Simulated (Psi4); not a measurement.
# HF/3-21G run of SiH2Br2 (dibromosilane)

What is the vertical ionisation energy of SiH2Br2 (dibromosilane) at HF/3-21G? 

The calculation is run with Psi4 1.11.

## (1) Starting point

SiH2Br2 has 5 atoms, charge 0, and is taken as a singlet. SMILES: `Br[SiH2]Br`. Geometry: relaxed at PBE0-D4/def2-TZVP.

Bond lengths: Br1–Si2 2.207 Å, Si2–Br3 2.207 Å, Si2–H4 1.476 Å, Si2–H5 1.476 Å. Angles: Br1–Si2–Br3 110.8°, Br1–Si2–H4 108.4°, Br1–Si2–H5 108.4°, Br3–Si2–H4 108.4°, Br3–Si2–H5 108.4°, H4–Si2–H5 112.5°.

## (2) Energy and gradient at HF/3-21G

calc.in reads:

```
memory 2.2 GB

molecule geom {
  0 1
  Br    -3.16092599    -2.34191869     0.68466667
  Si     0.29901136    -0.08747542     0.10333022
  Br    -0.55854635     3.42826555    -1.96911352
  H      2.08518050    -1.59347376    -1.42052603
  H      1.33526158     0.59458343     2.60164265
  units au
  symmetry c1
}

set puream true
set e_convergence 1e-09
set d_convergence 1e-08
set scf_type pk

e, wfn = gradient('scf/3-21G', return_wfn=True)
oeprop(wfn, 'QUADRUPOLE', 'LOWDIN_CHARGES', 'WIBERG_LOWDIN_INDICES', title='SCF')
print_variables()
```

On the command line:

```bash
$ psi4 -i calc.in -o calc.out -n 1
```

calc.out:

```text
[...]
  Running in c1 symmetry.
[...]
  Nuclear repulsion =  448.279263033294001
[...]
  Multiplicity = 1
[...]
  Nalpha       = 43
  Nbeta        = 43
[...]
    Number of basis functions: 61
[...]
   @RHF iter   1: -5408.55977737870762   -3.03338e+00   8.60802e-03 DIIS/ADIIS
[...]
   @RHF iter   9: -5408.70482476775760    4.54747e-12   2.39600e-09 DIIS
[...]
    Orbital Energies [Eh]
    ---------------------
    Doubly Occupied:
       1A   -486.782564     2A   -486.782545     3A    -68.388313
       4A    -64.791751     5A    -64.791669     6A    -57.979644
       7A    -57.979561     8A    -57.978243     9A    -57.978203
      10A    -57.978066    11A    -57.978058    12A     -9.788284
      13A     -9.788268    14A     -7.369084    15A     -7.369069
      16A     -7.360191    17A     -7.360176    18A     -7.359952
      19A     -7.359936    20A     -6.203121    21A     -4.299303
      22A     -4.297862    23A     -4.296731    24A     -3.097449
      25A     -3.097134    26A     -3.093987    27A     -3.093969
      28A     -3.093887    29A     -3.093412    30A     -3.084529
      31A     -3.084528    32A     -3.084514    33A     -3.084512
      34A     -1.053514    35A     -1.016865    36A     -0.739808
[...]
  @RHF Final Energy: -5408.70482476775760
   => Energetics <=
    Nuclear Repulsion Energy =            448.2792630332940007
    One-Electron Energy =               -8435.4280131334126054
    Two-Electron Energy =                2578.4439253323603225
    Total Energy =                      -5408.7048247677576001
[...]
  -Total Gradient:
     Atom            X                  Y                   Z
    ------   -----------------  -----------------  -----------------
       1        0.028877722657     0.020708592001    -0.005881230827
       2       -0.035329229609     0.010317303141    -0.012200377959
       3        0.005664077146    -0.030818634502     0.017821433891
       4        0.000773458783    -0.001211612646    -0.001906784266
       5        0.000013970769     0.001004352029     0.002166959158
[...]
 Multipole Moments:
 ------------------------------------------------------------------------------------
     Multipole            Electronic (a.u.)      Nuclear  (a.u.)        Total (a.u.)
 ------------------------------------------------------------------------------------
 L = 1.  Multiply by 2.5417464519 to convert [e a0] to [Debye]
 Dipole X            :         -5.6551957            6.4150283            0.7598326
 Dipole Y            :          1.6515549           -1.8737448           -0.2221899
 Dipole Z            :         -1.9528232            2.2153550            0.2625318
 Magnitude           :                                                    0.8340485
 L = 2.  Multiply by 1.3450342976 to convert [e a0^2] to [Debye ang]
 Quadrupole XX       :       -231.9111564          193.7762687          -38.1348877
 Quadrupole XY       :       -241.7196463          240.0611887           -1.6584577
[...]
```

Run time: 6.6 s. Hardware: 1 thread of Intel Xeon at 2.50GHz (Skylake/Cascade Lake), shared host; peak memory 0.22 GiB.

## (3) The doublet cation at the same level

br2h2si.json reads:

```json
{
 "schema_name": "qcschema_input",
 "schema_version": 1,
 "molecule": {
  "schema_name": "qcschema_molecule",
  "schema_version": 2,
  "symbols": ["Br", "Si", "Br", "H", "H"],
  "geometry": [-3.16092599, -2.34191869, 0.68466667, 0.29901136, -0.08747542, 0.10333022, -0.55854635, 3.42826555, -1.96911352, 2.0851805, -1.59347376, -1.42052603, 1.33526158, 0.59458343, 2.60164265],
  "molecular_charge": 1,
  "molecular_multiplicity": 2,
  "fix_symmetry": "c1"
 },
 "driver": "gradient",
 "model": {
  "method": "hf",
  "basis": "3-21G"
 },
 "keywords": {
  "reference": "uhf",
  "puream": true,
  "e_convergence": 1e-09,
  "d_convergence": 1e-08,
  "scf_type": "pk",
  "maxiter": 100
 }
}
```

On the command line:

```bash
$ psi4 --qcschema br2h2si.json -n 1 --memory 2200MB
```

stdout (excerpt; [...] marks lines left out):

```text
[...]
  Running in c1 symmetry.
[...]
  Nuclear repulsion =  448.279263033294001
[...]
  Multiplicity = 2
[...]
  Nalpha       = 43
  Nbeta        = 42
[...]
    Number of basis functions: 61
[...]
   @UHF iter   1: -5408.11412864178692   -2.58774e+00   8.67930e-03 DIIS/ADIIS
[...]
   @UHF iter  16: -5408.29796908499338   -9.09495e-13   6.94036e-09 DIIS
[...]
   @S^2 Observed:                7.642165130E-01
[...]
  @UHF Final Energy: -5408.29796908499338
   => Energetics <=
    Nuclear Repulsion Energy =            448.2792630332940007
    One-Electron Energy =               -8414.3258577513952332
    Two-Electron Energy =                2557.7486256331076220
    Total Energy =                      -5408.2979690849933831
  UHF NO Occupations:
  HONO-2 :   41  A 1.9980074
  HONO-1 :   42  A 1.9965388
[...]
 Multipole Moments:
 ------------------------------------------------------------------------------------
     Multipole            Electronic (a.u.)      Nuclear  (a.u.)        Total (a.u.)
 ------------------------------------------------------------------------------------
 L = 1.  Multiply by 2.5417464519 to convert [e a0] to [Debye]
 Dipole X            :         -5.1827551            6.4150283            1.2322733
 Dipole Y            :          1.5133600           -1.8737448           -0.3603848
 Dipole Z            :         -1.7895564            2.2153550            0.4257987
 Magnitude           :                                                    1.3526563
[...]
  -Total Gradient:
     Atom            X                  Y                   Z
    ------   -----------------  -----------------  -----------------
       1        0.028107071825     0.022060934318    -0.006760859571
       2       -0.032452404305     0.009475440776    -0.011204709344
       3        0.003992176863    -0.031452352912     0.017854217386
       4       -0.000389085217     0.001608327724     0.003089264345
       5        0.000742240581    -0.001692349885    -0.002977912820
[...]
```

The result, in JSON:

```text
{
 "driver": "gradient",
 "model": {
  "method": "hf",
  "basis": "3-21G"
 },
 "success": true,
 "return_result": [0.028107071824608768, 0.02206093431798535, -0.00676085957071066, -0.032452404304553886, 0.009475440776470934, -0.011204709343550123, 0.003992176863071947, -0.031452352911775894, 0.01785421738647469, -0.0003890852173983328, 0.0016083277237835952, 0.0030892643448991453, 0.0007422405811013666, -0.0016923498847360094, -0.0029779128196214255],
 "properties": {
  "calcinfo_nbasis": 61,
  "calcinfo_nmo": 61,
  "calcinfo_nalpha": 43,
  "calcinfo_nbeta": 42,
  "calcinfo_natom": 5,
  "nuclear_repulsion_energy": 448.279263033294,
  "return_energy": -5408.297969084993,
  "return_gradient": [0.028107071824608768, 0.02206093431798535, -0.00676085957071066, -0.032452404304553886, 0.009475440776470934, -0.011204709343550123, 0.003992176863071947, -0.031452352911775894, 0.01785421738647469, -0.0003890852173983328, 0.0016083277237835952, 0.0030892643448991453, 0.0007422405811013666, -0.0016923498847360094, -0.0029779128196214255],
  "scf_one_electron_energy": -8414.325857751395,
  "scf_two_electron_energy": 2557.7486256331076,
  "scf_dipole_moment": [1.2322732671965095, -0.3603847554894575, 0.4257986532894442],
  "scf_total_energy": -5408.297969084993,
  "scf_total_gradient": [0.028107071824608768, 0.02206093431798535, -0.00676085957071066, -0.032452404304553886, 0.009475440776470934, -0.011204709343550123, 0.003992176863071947, -0.031452352911775894, 0.01785421738647469, -0.0003890852173983328, 0.0016083277237835952, 0.0030892643448991453, 0.0007422405811013666, -0.0016923498847360094, -0.0029779128196214255],
  "scf_iterations": 16
 }
}
```

Run time: 7.5 s. Hardware: 1 thread of Intel Xeon at 2.50GHz (Skylake/Cascade Lake), shared host; peak memory 0.22 GiB.

## (4) What came out

At HF/3-21G:

```
                                          quantity           value
                     singlet SiH2Br2: total energy  -5408.70482 Eh
                    singlet SiH2Br2: dipole moment          2.12 D
                      singlet SiH2Br2: HOMO energy       -11.34 eV
                      singlet SiH2Br2: LUMO energy         2.85 eV
                    singlet SiH2Br2: HOMO–LUMO gap        14.20 eV
         singlet SiH2Br2: largest force on an atom      1.994 eV/Å
                      doublet cation: total energy  -5408.29797 Eh
doublet cation: HOMO energy (highest over α and β)       -14.84 eV
 doublet cation: LUMO energy (lowest over α and β)       -10.68 eV
                              doublet cation: ⟨S²⟩           0.764
          doublet cation: largest force on an atom      1.871 eV/Å
vertical ionisation energy (to the doublet cation)       11.071 eV
```

What this shows: The vertical ionisation energy comes to 11.07 eV (1068 kJ/mol). The largest force (singlet SiH2Br2) is 1.99 eV/Å: the shape isn't a stationary point for this species at this level. The negative HOMO energy of the first species, 11.34 eV, lies 0.27 eV above that difference.
